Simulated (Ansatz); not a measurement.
**C2H4BCl (SMILES C=CBCl): HF/3-21G**

What is the electronic atomisation energy of C2H4BCl at HF/3-21G? 

The calculation is run with Ansatz 0.2.0.

39 further runs of the same task are left out: 39 set aside as unsound or not needed.

**1. Starting point**

C2H4BCl: 8 atoms, total charge 0, spin state singlet. SMILES: `C=CBCl`. Geometry: relaxed at PBE0-D4/def2-TZVP. This is one conformer, not always the lowest.

Bond lengths: C1–C2 1.337 Å, C2–B3 1.531 Å, B3–Cl4 1.750 Å, C1–H5 1.086 Å, C1–H6 1.086 Å, C2–H7 1.088 Å, B3–H8 1.194 Å. Angles: C1–C2–B3 119.9°, C2–B3–Cl4 121.0°, C1–C2–H7 118.9°, B3–C2–H7 121.2°, C2–C1–H5 120.8°, C2–C1–H6 122.7°, C2–B3–H8 121.9°, Cl4–B3–H8 117.1°, H5–C1–H6 116.4°.

**2. A single-point energy at HF/3-21G**

job.yaml

```yaml
basis:
  gaussian: {orbitals: 3-21G.json}
crystal:
  periodic: [false, false, false]
  atoms:
    - {symbol: C, position_ang: [0.357400, 1.219900, -0.260000]}
    - {symbol: C, position_ang: [0.353800, 0.057700, 0.401100]}
    - {symbol: B, position_ang: [-0.528600, -1.094400, -0.086400]}
    - {symbol: Cl, position_ang: [-0.555100, -2.627600, 0.756600]}
    - {symbol: H, position_ang: [-0.259700, 1.360400, -1.142800]}
    - {symbol: H, position_ang: [0.965100, 2.067000, 0.044900]}
    - {symbol: H, position_ang: [0.984000, -0.048700, 1.281300]}
    - {symbol: H, position_ang: [-1.225000, -0.991500, -1.050400]}
total_charge: 0
hamiltonian: {xc: hf}
accuracy: high
output: {orbitals: {seedname: orbitals}}
```

The basis set 3-21G is read from a file made from the Basis Set Exchange's data (not shown).

Command:

```bash
$ ansatz run job.yaml --threads 1 --pin off --max-ram 3480MiB --events-out events.jsonl --progress --plain --runs-dir runs
```

Log:

```text
Warning: RAYON_NUM_THREADS=1 ignored (pool sized by the plan → 1); use --threads N
Functional definition: HF
  name "HF"
  exchange = exact_x
  correlation = 0
1120 factors; integrals over basis functions are off by at most 3.9e-9 eV
mean field evaluation 1: about -15222.9481 eV, gradient 2.0e1 eV
mean field evaluation 2: about -15223.1912 eV, gradient 2.0e1 eV
mean field evaluation 4: about -15224.4807 eV, gradient 1.9e0 eV
mean field evaluation 8: about -15224.4946 eV, gradient 1.2e-1 eV
mean field evaluation 16: about -15224.4947 eV, gradient 1.3e-8 eV
mean field -15224.49465850 eV, -559.4898591669 hartree, gradient 1.3e-8 eV, S^2 0.000000; 0 other end points of the search recorded, 0 dependent functions left out
reference -15224.49465850 eV, -559.4898591669 hartree; 19, 19 occupied and 29, 29 virtual orbitals, 1120 factors
Total energy: -15224.49465850 eV, -559.4898591669 hartree
```

Wall time 0.58 s (1 thread of Arm Neoverse V1, shared host); peak memory 0.1 GiB.

**3. The B atom**

in.yaml

```yaml
crystal:
  periodic: [false, false, false]
  atoms:
    - {symbol: B, position_ang: [0.000000, 0.000000, 0.000000]}
basis:
  gaussian:
    orbitals: 3-21G.json
magnetization:
  spin_polarized: true
  initial_magnetization: 1
hamiltonian:
  xc: hf
accuracy: high
```

The basis set 3-21G is read from a file made from the Basis Set Exchange's data (not shown).

Run the same way, it converges to -24.38976 Eh (log not shown).

**4. The C atom at the same level**

molecule.yaml

```yaml
crystal:
  periodic: [false, false, false]
  atoms:
    - symbol: C
      position_ang: [0.000000, 0.000000, 0.000000]
basis:
  gaussian: {orbitals: 3-21G.json}
magnetization: {spin_polarized: true, initial_magnetization: 2}
hamiltonian: {xc: hf}
accuracy: high
```

The basis set 3-21G is read from a file made from the Basis Set Exchange's data (not shown).

Run the same way, it converges to -37.48107 Eh (log not shown).

**5. The Cl atom, same level**

molecule.yaml

```yaml
crystal:
  periodic: [false, false, false]
  atoms:
    - {symbol: Cl, position_ang: [0.000000, 0.000000, 0.000000]}
basis:
  gaussian:
    orbitals: 3-21G.json
magnetization:
  spin_polarized: true
  initial_magnetization: 1
hamiltonian:
  xc: hf
accuracy: high
```

The basis set 3-21G is read from a file made from the Basis Set Exchange's data (not shown).

Run the same way, it converges to -457.27655 Eh (log not shown).

**6. The H atom, same level**

in.yaml

```yaml
crystal:
  periodic: [false, false, false]
  atoms:
    - symbol: H
      position_ang: [0.000000, 0.000000, 0.000000]
basis:
  gaussian: {orbitals: 3-21G.json}
total_charge: 0
magnetization: {spin_polarized: true, initial_magnetization: 1}
hamiltonian: {xc: hf}
accuracy: high
```

The basis set 3-21G is read from a file made from the Basis Set Exchange's data (not shown).

Run the same way, it converges to -0.49620 Eh (log not shown).

**7. Results**

Level: HF/3-21G.

```
                     quantity          value
       molecule: total energy  -559.48986 Eh
        molecule: HOMO energy      -10.97 eV
        molecule: LUMO energy        1.69 eV
      molecule: HOMO–LUMO gap       12.66 eV
         B atom: total energy   -24.38976 Eh
                 B atom: ⟨S²⟩          0.750
         C atom: total energy   -37.48107 Eh
                 C atom: ⟨S²⟩          2.001
        Cl atom: total energy  -457.27655 Eh
                Cl atom: ⟨S²⟩          0.750
         H atom: total energy    -0.49620 Eh
                 H atom: ⟨S²⟩          0.750
electronic atomisation energy      23.854 eV
```

**Reading.** Taking the molecule apart into free atoms costs 23.85 eV (2302 kJ/mol), before zero-point energy and without spin-orbit coupling. Hartree–Fock lacks the correlation of the bonding pairs, which as a rule makes this value much too low; in minimal bases other errors can mask that. The basis has no polarisation functions, which makes bonds too weak.
